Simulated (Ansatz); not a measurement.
# WH2 (triplet): wave-function methods side by side, def2-SVP

Aim: climb from Hartree-Fock through coupled cluster and multireference methods for WH2 (triplet) at one geometry and basis, and see what each rung misses.

The runs use Ansatz 0.2.0, Gaussian basis; def2-SVP, core rule «outside noble gas», up to 4 orbitals frozen.

Plan: UHF; CCSD(T) on ROHF; CCSD(T) on UHF; CISD; CCSDT(Q) on ROHF; CCSDT(Q) on UHF; CCSDTQ on ROHF; CASSCF and MRCISD+Q, 8 electrons in 8 orbitals; CASSCF and NEVPT2, 8 electrons in 8 orbitals.

5 further runs of the same task are left out: 1 for a known fault of the program, 4 set aside as unsound or not needed.

### Step 1. What is computed

The geometry is a PBE0/def2-TZVP stationary point (not a proven minimum) of the parent state, kept for this charge and spin. No spin-orbit coupling is included. Elements past krypton take def2 core potentials.

3 atoms, charge 0, spin multiplicity 3.

Atoms are counted from 1 here; the program's logs count them from 0.

Bond lengths: W1–H2 1.690 Å, W1–H3 1.690 Å. Angles: H2–W1–H3 111.7°.

### Step 2. UHF

File in.yaml:

```yaml
crystal:
  periodic: [false, false, false]
  atoms:
    - {symbol: W, position_ang: [0.000000, -0.010291, 0.000000]}
    - {symbol: H, position_ang: [0.000000, 0.938509, 1.398200]}
    - {symbol: H, position_ang: [0.000000, 0.938509, -1.398200]}
basis:
  gaussian: {orbitals: def2-SVP}
magnetization: {spin_polarized: true, initial_magnetization: 2}
hamiltonian: {xc: hf}
output: {orbitals: {seedname: orbitals}}
```

The run is started by

```sh
> ansatz run in.yaml --threads 1 --pin off --events-out ev --progress --plain --max-ram 4096MiB --backend cpu
```

Further steps of the session: CCSD(T) on ROHF; CCSD(T) on UHF; CISD; CCSDT(Q) on ROHF; CCSDT(Q) on UHF; CCSDTQ on ROHF; CASSCF and MRCISD+Q, 8 electrons in 8 orbitals; CASSCF and NEVPT2, 8 electrons in 8 orbitals.

Before running them: what should the planned runs give, taken together? Wanted: RCCSDTQ below the RHF energy; RMP2 from RCCSDTQ; RCCSD from RCCSDTQ; RCCSD(T) from RCCSDTQ; RCCSDT(Q) from RCCSDTQ; NEVPT2 valence from RCCSDTQ; MRCISD+Q valence from RCCSDTQ; T1 diagnostic; effectively unpaired electrons.

As calculated:

| quantity | value |
| --- | --- |
| RCCSDTQ below the RHF energy | -4.5920 eV |
| RMP2 from RCCSDTQ | +1073.5 meV |
| RCCSD from RCCSDTQ | +290.8 meV |
| RCCSD(T) from RCCSDTQ | +90.6 meV |
| RCCSDT(Q) from RCCSDTQ | -0.2 meV |
| NEVPT2 valence from RCCSDTQ | +807.3 meV |
| MRCISD+Q valence from RCCSDTQ | +37.2 meV |
| levels within 1 kcal/mol (43 meV) | RCCSDT, RCCSDT(Q), MRCISD+Q valence |
| T1 diagnostic | 0.044 |
| effectively unpaired electrons | 2.81 |

In words: RCCSD(T) lands +90.6 meV from the yardstick (2.0 % of the correlation energy). With 2.8 effectively unpaired electrons against 2 the state is strongly multireference. Of the multireference levels listed MRCISD+Q valence comes nearest in total energy (+37.2 meV), which doesn't show that its space is the better one. Coupled cluster took another determinant than the lowest Hartree-Fock one. These misses are within one basis, not against nature.
